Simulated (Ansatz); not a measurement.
# NaLaMnMoO6 in Ansatz: the effect of Hubbard term

The system is NaLaMnMoO6.

```
CELL_PARAMETERS angstrom
5.55735 0.00000 0.00000
0.00000 5.59794 0.00000
-0.06214 0.00000 8.02462
ATOMIC_POSITIONS crystal
Na 0.75008 0.51572 0.49924
Na 0.24992 0.01572 0.50076
La 0.25715 0.95896 0.99937
La 0.74285 0.45896 0.00063
Mn 0.24767 0.48762 0.25607
Mn 0.75233 0.98762 0.74393
Mo 0.75559 0.99666 0.27090
Mo 0.24441 0.49666 0.72910
O 0.67335 0.97830 0.49061
O 0.03402 0.81017 0.27726
O 0.93353 0.28910 0.28026
O 0.47817 0.20966 0.19922
O 0.54435 0.73563 0.20079
O 0.82956 0.01818 0.00392
O 0.32665 0.47830 0.50939
O 0.96598 0.31017 0.72274
O 0.06647 0.78910 0.71974
O 0.52183 0.70966 0.80078
O 0.45565 0.23563 0.79921
O 0.17044 0.51818 0.99608
```

The cell was built by a generator and needn't be a form met in nature.

Alike in all runs:

- Program: Ansatz 0.2.0
- Task: projected density of states
- Functional: PBE
- Potentials or basis: Ansatz PAW
- Cutoff: 420 eV (not typed: the program's choice for these potentials)
- k mesh: 5 × 5 × 4
- Occupations: fermi-dirac, width 0.05 eV
- Spin: collinear spin, ferromagnetic start
- Starting moments: [0.0, 0.0, 0.0, 0.0, 4.0, 4.0, 1.0, 1.0, 0.0, 0.0, 0.0, 0.0, 0.0, 0.0, 0.0, 0.0, 0.0, 0.0, 0.0, 0.0] μB
- Hubbard projectors: ortho-atomic (the default)
- Double counting: fll (the default)

Task: One run gave: gap on the mesh 1.09 eV; pressure 2.6 GPa; largest force 0.84 eV/Å. Which Hubbard term did it use?
A. La f U = 6 eV, Mn d U = 6 eV, Mo d U = 6 eV
B. La f U = 8 eV, Mn d U = 8 eV, Mo d U = 8 eV
C. La f U = 4 eV, Mn d U = 4 eV, Mo d U = 4 eV

Result: C.

```tsv
Hubbard term	gap on the mesh (eV)	pressure (GPa)	largest force (eV/Å)
La f U = 4 eV, Mn d U = 4 eV, Mo d U = 4 eV	1.09	2.6	0.84
La f U = 6 eV, Mn d U = 6 eV, Mo d U = 6 eV	1.38	3.7	1.08
La f U = 8 eV, Mn d U = 8 eV, Mo d U = 8 eV	1.53	4.8	1.21
```

Caveats: the magnetic or orbital state may not be the lowest; odd divisions of the mesh miss points on the zone boundary, where band edges often lie, so the gap on the mesh can be too wide; spin-orbit coupling is left out, which moves the levels of the heavy elements; only a ferromagnetic start was run, and an antiferromagnetic order may lie lower in energy; the density of states is complete only up to the lowest level of the last band computed; forces of over 1 eV/Å show positions far from the minimum, so gaps and moduli don't describe the material at rest (some runs).

A k mesh can miss the band edges.
